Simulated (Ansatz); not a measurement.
# B: squeezing one contact

One table from this session's results is given with a row withheld; the runs are named, their logs left out.

Program: Ansatz 0.2.0. Level of theory: DFT LDA, with the methods named in each step. These are calculated values, not measurements.

1 further run of the same task is left out (set aside as unsound or not needed).

## The structure to begin with

It takes space group Fd-3m (No. 227, cubic). Conventional cell: a = 4.021 Å, b = 4.021 Å, c = 4.021 Å, α = 90.00°, β = 90.00°, γ = 90.00°. Around B (site symmetry -43m) lie 4 B at 1.74 Å.

Coordinates:

```cif
data_structure
_symmetry_space_group_name_H-M 'P 1'
_symmetry_Int_Tables_number 1
_cell_length_a 2.8431
_cell_length_b 2.8431
_cell_length_c 2.8431
_cell_angle_alpha 60.000
_cell_angle_beta 60.000
_cell_angle_gamma 60.000
_cell_volume 16.25
loop_
_atom_site_label
_atom_site_type_symbol
_atom_site_fract_x
_atom_site_fract_y
_atom_site_fract_z
_atom_site_occupancy
B1 B 0.87500 0.87500 0.87500 1
B2 B 0.12500 0.12500 0.12500 1
```

Atoms are numbered in the order of the input: B1, B2.

The first run:

Input file input.yaml:

```yaml
crystal:
  lattice:
    - [0.0, 2.0103628793, 2.0103628793]
    - [2.0103628793, 0.0, 2.0103628793]
    - [2.0103628793, 2.0103628793, 0.0]
  atoms:
    - { symbol: B, position: [-0.125, -0.125, -0.125] }
    - { symbol: B, position: [0.125, 0.125, 0.125] }
kpoints:
  mp_grid: { grid: [13, 13, 13] }
scf:
  occupations: { method: fermi_dirac, width: 0.05 }
hamiltonian:
  xc: lda
  pseudopotentials: { kind: all_electron, lapw: { basis_error: 0.001 } }
output:
  forces: true
  stress: true
  eigenvalues: true
  populations: true
```

Run with:

```
$ ansatz run input.yaml --threads 1 --pin off --max-ram 2048MiB --backend cpu --events-out ev --progress --plain --runs-dir out
```

Among the steps run: The bond as given, LAPW; Shortest bond scaled by 1.1, LAPW; Shortest bond scaled by 1.1, crystal datasets; Shortest bond scaled by 0.88, LAPW; Shortest bond scaled by 0.76, LAPW; Shortest bond scaled by 0.58, LAPW.

One table of the session follows, with a row left open; its other results are not shown here.

```
             method  length (Å)  F from the given length (eV/cell)  force along the bond (eV/Å)  pressure (GPa)  largest force (eV/Å)
               LAPW       1.010                             12.221                       62.140          172.49                62.140
               LAPW       1.323                              1.818                       13.455           38.14                13.455
               LAPW       1.532                              0.255                        3.167            5.21                 3.167
               LAPW       1.741                              0.000                        0.000           -2.51                 0.000
               LAPW       1.915                              0.063                       -0.539            0.70                 0.539
                PAW       1.010                             12.127                       61.411          170.26                61.411
                PAW       1.323                                  ?                            ?               ?                     ?
                PAW       1.532                              0.255                        3.168            5.26                 3.168
                PAW       1.741                              0.000                        0.000           -2.47                 0.000
                PAW       1.915                              0.062                       -0.539            0.74                 0.539
PAW (cutoff 800 eV)       1.010                                  –                       61.394          170.20                61.394
   crystal datasets       1.915                                  –                       -0.539            0.70                 0.539
```

Q: Estimate the row for PAW, 1.323 from the others.

As computed: F from the given length (eV/cell): 1.815; force along the bond (eV/Å): 13.398; pressure (GPa): 37.94; largest force (eV/Å): 13.398. In the column «F from the given length (eV/cell)» it lies between PAW, 1.532 (0.255) and LAPW, 1.323 (1.818).

To keep in mind: Warnings in the runs' records: crystal datasets made.
